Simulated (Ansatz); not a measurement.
# SiSn7: the cost of one run

Computed with Ansatz 0.2.0 (DFT PBE, scalar-relativistic, plane waves, PAW, unless a step names another level, unless a step's input says otherwise).

### 1 The starting structure

The structure is cubic, space group P-43m (No. 215). The conventional cell has a = 6.506 Å, b = 6.506 Å, c = 6.506 Å, α = 90.00°, β = 90.00°, γ = 90.00°. Si (site symmetry -43m) has 4 Sn at 2.69 Å in its first shell of neighbours. Around Sn (site symmetry 3m) lie 1 Si at 2.69 Å and 3 Sn at 2.86 Å. Around Sn (site symmetry -42m) lie 4 Sn at 2.86 Å.

As a file:

```cif
data_structure
_symmetry_space_group_name_H-M 'P-43m'
_symmetry_Int_Tables_number 215
_cell_length_a 6.5062
_cell_length_b 6.5062
_cell_length_c 6.5062
_cell_angle_alpha 90.000
_cell_angle_beta 90.000
_cell_angle_gamma 90.000
_cell_volume 275.42
loop_
_atom_site_label
_atom_site_type_symbol
_atom_site_symmetry_multiplicity
_atom_site_Wyckoff_symbol
_atom_site_fract_x
_atom_site_fract_y
_atom_site_fract_z
_atom_site_occupancy
Si1 Si 1 a 0.00000 0.00000 0.00000 1
Sn1 Sn 4 e 0.23857 0.23857 0.23857 1
Sn2 Sn 3 c 0.00000 0.50000 0.50000 1
```

It came out lowest among 17 distinct ends of the trial cells. At a tolerance of 0.05 Å it has space group P-43m (No. 215).

### 2 Relaxing to 0.001 eV/Å, on the response runs' mesh and smearing

input.yaml

```yaml
crystal:
  lattice:
    - [6.5062465129, 0.0, 0.0]
    - [0.0, 6.5062465129, 0.0]
    - [0.0, 0.0, 6.5062465129]
  atoms:
    - { symbol: Si, position: [0.0, 0.0, 0.0] }
    - { symbol: Sn, position: [0.2385745826, 0.2385745826, 0.2385745826] }
    - { symbol: Sn, position: [0.0, 0.5, 0.5] }
    - { symbol: Sn, position: [0.5, 0.5, 0.0] }
    - { symbol: Sn, position: [0.5, 0.0, 0.5] }
    - { symbol: Sn, position: [0.7614254174, 0.2385745826, 0.7614254174] }
    - { symbol: Sn, position: [0.7614254174, 0.7614254174, 0.2385745826] }
    - { symbol: Sn, position: [0.2385745826, 0.7614254174, 0.7614254174] }
basis:
  ecutwfc: 420
kpoints:
  mp_grid: { grid: [6, 6, 6] }
hamiltonian:
  xc: pbe
scf:
  occupations: { method: gaussian, width: 0.1 }
output:
  forces: true
  stress: true
  eigenvalues: true
relax:
  adjacent_minimum: "off"
  f_tol: 0.001
  max_steps: 60
  cell: { stress_tol: 0.01 }
```

Launch:

```console
$ ansatz run input.yaml --threads 3 --pin off --max-ram 7680MiB --backend cpu --events-out ev --progress --plain --runs-dir out
```

Q: Estimate wall time and peak memory on 3 threads of Intel Xeon Platinum 8259CL at 2.50GHz (Skylake/Cascade Lake), shared host.

About 27 s, with a peak of 0.82 GiB.
